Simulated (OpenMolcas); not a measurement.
**W⁵⁺ among point charges: CASSCF and CASPT2 levels and susceptibility**

How does a field of 3 point charges split the states of W⁵⁺, and what χT follows?

Program: OpenMolcas 26.06. Level of theory: state-averaged CASSCF and CASPT2, spin-orbit coupling by RASSI with atomic mean-field integrals. These are calculated values, not measurements, unless marked.

## Step 1: The atom as given

* Species: W⁵⁺ (tungsten, Z = 74, 69 electrons)
* Basis: ANO-RCC-VTZP [8s7p5d3f2g1h], 104 functions
* Scalar Hamiltonian: DKH2, point nucleus
* Inactive shells: 1s 2s 2p 3s 3p 3d 4s 4p 4d 4f 5s 5p
* Active space: 1 electron in 5 orbitals (5d)
* Some configurations of this space: 5d
* Orbitals: optimised for each spin and parity, averaged over all roots

Outer shells as boxes (Hund's rule):

5d
```
5d [↑ ][  ][  ][  ][  ]
```

The ion sits among 3 point charges of -2 e arranged as a planar triangle (D3h), 1.89 Å from the ion.

Each step is its own input file, run in one work folder so that later steps find the files of earlier ones. Labels, J, g values, rates, χT and fits are worked out afterwards by a script from the matrices that RASSI stores.

## Step 2: GATEWAY and SEWARD: basis and integrals

The input, a.inp:

```
&GATEWAY
Coord
1

W 0.0 0.0 0.0
Basis=ANO-RCC-VTZP
Group=NoSym
NoMove
AngMom=0.0 0.0 0.0
AMFI
XField
3 Angstrom 0
1.890000 0.000000 0.000000 -2.000000
-0.945000 1.636788 0.000000 -2.000000
-0.945000 -1.636788 0.000000 -2.000000
&SEWARD
```

Run with:

```console
OMP_NUM_THREADS=1 MOLCAS_MEM=1689 MOLCAS_PROJECT=a pymolcas a.inp > a.log
```

## Step 3: CASSCF: doublets, 5 roots

The input, a.inp:

```
&RASSCF
FileOrb=start.orb
Symmetry=1
Spin=2
nActEl=1 0 0
Inactive=34
Ras2=5
CIRoot=5 5 1
SDav=5
CIMx=300
Iter=120 100
PrWF=0.3
OrbListing=Nothing
MaxOrb=0
>>> COPY $Project.JobIph JOB001
```

start.orb holds the contracted functions of the basis, ordered by shell, or the orbitals of the step before.

## Step 4: RASSI: spin-orbit coupling between the states

The input, a.inp:

```
&RASSI
NrOfJobIphs=1 5
1 2 3 4 5
IphNames
JOB001
EJob
SpinOrbit
DIPRint=1.0
SOCoupling=1000.0
Subsets=2
Property=9
'ANGMOM' 1 'ANGMOM' 2 'ANGMOM' 3 'MLTPL  1' 1 'MLTPL  1' 2 'MLTPL  1' 3
'AMFI' 1 'AMFI' 2 'AMFI' 3
SOProperty=3
'ANGMOM' 1 'ANGMOM' 2 'ANGMOM' 3
```

## Step 5: CASPT2: IPEA 0.25, imaginary shift 0.1 (closed shells correlated: 4f 5s 5p)

The input, a.inp:

```
>>> COPY JOB001 $Project.JobIph
&CASPT2
Multistate=5 1 2 3 4 5
NoMult
Frozen=23
IPEA=0.25
Imaginary=0.1
MaxIter=60
WThr=0.0 0.3 0.05
PrWF=0.5
NoMix
```

(Steps that only read results are left out.)

Before running it: what results should come out? Wanted: spin-free ground state; first state of the same spin within the active space; lowest level; next level.

As calculated:

| quantity | value |
| --- | --- |
| method | SS-CASPT2, IPEA 0.25, imaginary shift 0.1 (closed shells correlated: 4f 5s 5p) |
| spin-free ground state | 2A1, 1-fold in its orbital part |
| first state of the same spin within the active space | 2E at 5580 cm⁻¹ |
| lowest level | 2-fold E1/2, g = 0.70, 0.70, 1.44 |
| next level | 8844.7 cm⁻¹ |
| χT at 300 K | 0.11 cm³ K/mol |
| effective moment at 300 K | 0.95 μB |

Cost by method:

```tsv
method	time of its own steps	time with the reference
A. CASSCF	4.8 s	4.8 s
B. SS-CASPT2, IPEA 0.25, imaginary shift 0.1, +4f 5s 5p	5.5 s	10 s
```

Times are of one thread on a shared host.

The spin-free ground state (2A1) comes to 100 % from free-ion D terms and keeps the highest spin of the shell. χT at 300 K is 0.11, against 0.38 cm³ K/mol for the spin alone, so orbital moment lowers it. CASPT2 does not keep the components of a term degenerate, and the means are used. The field of point charges can differ much from that of real complexes. Point charges carry no covalency, so the field is a model and not that of real ligands.
